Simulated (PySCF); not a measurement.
# CH2B2F4O: the cost of one run

The runs use PySCF 2.14.0, with density-fitted response routines of our own; the level of theory stands in each step. All values are computed, except where a source is named. Atoms are numbered from 0 throughout.

## 1. Starting geometry

10 atoms, charge 0, multiplicity 1; geometry from: GFN2-xTB. The atoms were then displaced at random by about 0.01 Å, so the start is not that level's minimum.

Bonds of the start (Å): F0–C1 1.40, C1–O2 1.36, O2–B3 1.40, B3–F4 1.32, B3–B5 1.69, B5–F6 1.33, B5–F7 1.33, C1–H8 1.11, C1–H9 1.09.

## 2. Relaxing the molecule at PBE0-D3(BJ)/def2-SVP

Job settings and geometry (Å):

```
{"job": {"xc": "PBE0", "basis": "def2-SVP", "d3": "d3bj", "grid": 1, "shake": 0.01, "kind": "geom"}, "charge": 0, "multiplicity": 1}
F     -0.532600    -1.536640    -0.007830
C     -1.490420    -0.522580    -0.154060
O     -0.945350     0.728410    -0.138090
B      0.398320     1.077360    -0.000580
F      0.518290     2.392640    -0.034020
B      1.701860     0.021680     0.186120
F      2.167020    -0.402580     1.355690
F      2.413350    -0.472000    -0.824970
H     -2.192590    -0.619520     0.703940
H     -1.987440    -0.687710    -1.107250
```

Run with:

```sh
OMP_NUM_THREADS=1 python probes_run.py task.json out
```

The driver reads the jobs from task.json and runs them one after another.

**Question.** How long does this first job take on 1 thread of Arm Neoverse V1, shared host, and how much memory does it need?

About 60 s, with a peak of 0.5 GiB.
